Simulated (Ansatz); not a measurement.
# BH6NOSi, SMILES BO[SiH2]N: a geometry optimisation

Computed with Ansatz 0.2.0 through its Python package.

The script reads `bh6nosi.xyz`:
```text
10

B    -1.63930    0.99690    0.08340
O    -1.03790   -0.26320    0.18970
Si    0.60180    0.03590   -0.11910
N     1.61170   -1.49420    0.01250
H    -1.83090    1.71430    1.01010
H    -2.12850    1.40660   -0.96960
H     1.19210    0.98150    0.89520
H     0.85640    0.60750   -1.46260
H     1.10860   -2.14600   -0.62750
H     1.34910   -1.89050    0.99080
```

The cells in order, each with its output:

**Cell 1**
```python
import warnings

import ansatz as az
import numpy as np
```

**Cell 2**
```python
warnings.simplefilter("ignore", az.DeckWarning)
```

**Cell 3**
```python
molecule = az.Crystal.molecule_from_extxyz("bh6nosi.xyz")
```

**Cell 4**
```python
job = (
    molecule.calculation()
    .basis(gaussian="cc-pVDZ")
    .functional("cam_b3lyp")
)
symbols = [site.symbol for site in molecule.cartesian_sites]
start = np.array([site.position_ang for site in molecule.cartesian_sites], dtype=float)
data = job.relax(force_tolerance=0.005, max_steps=100).run(threads=1, pin="off").report
end = np.array(data["positions_ang"])
```

**Cell 5**
```python
print("reference energy %16.6f eV" % data["reference_energy_ev"])
print("total energy     %16.6f eV" % data["free_energy_ev"])
print("occupied orbitals outside the frozen core (up, down):", data["n_occupied"], " frozen:", data["n_frozen"], " virtual:", data["n_virtual"])
```
Output:
```text
reference energy    -12189.380484 eV
total energy        -12189.380484 eV
occupied orbitals outside the frozen core (up, down): [20, 20]  frozen: 0  virtual: [70, 70]
```

**Cell 6**
```python
print("final positions (A) and the move of each atom")
for symbol, xyz, old in zip(symbols, end, start):
    print(f"{symbol:2s} {xyz[0]:10.5f} {xyz[1]:10.5f} {xyz[2]:10.5f}   {np.linalg.norm(xyz - old):7.4f}")
with open("bh6nosi_opt.xyz", "w") as handle:
    handle.write(f"{len(symbols)}\nrelaxed BH6NOSi\n")
    handle.writelines(f"{s:2s} {x:11.6f} {y:11.6f} {z:11.6f}\n" for s, (x, y, z) in zip(symbols, end))
```
Output:
```text
final positions (A) and the move of each atom
B    -1.77878    1.02586    0.04554    0.1474
O    -0.80193    0.32987   -0.56534    0.9887
Si    0.85216    0.11762   -0.18700    0.2720
N     1.28308   -1.52077    0.11799    0.3462
H    -1.54736    1.65287    1.05884    0.2942
H    -2.88419    1.00118   -0.44432    1.0057
H     1.14419    0.91884    1.03242    0.1583
H     1.58198    0.57276   -1.39692    0.7294
H     1.24701   -2.19149   -0.64423    0.1466
H     0.98693   -1.95795    0.98592    0.3684
```

`bh6nosi_opt.xyz`, as written:
```text
10
relaxed BH6NOSi
B    -1.778780    1.025863    0.045539
O    -0.801930    0.329866   -0.565336
Si    0.852165    0.117618   -0.186999
N     1.283083   -1.520773    0.117991
H    -1.547361    1.652874    1.058840
H    -2.884187    1.001184   -0.444324
H     1.144189    0.918840    1.032419
H     1.581984    0.572760   -1.396916
H     1.247007   -2.191487   -0.644233
H     0.986931   -1.957946    0.985919
```

What to keep in mind:
- These settings explore the input space; basis and method may be short of convergence.
- The end point is the stationary point reached from this start; no frequency run checks that it is a minimum, and the basis set is modest.
- Wall time of the script: 99 s on 1 thread of Arm Neoverse V1, with other jobs on the host, peak memory 0.27 GiB.
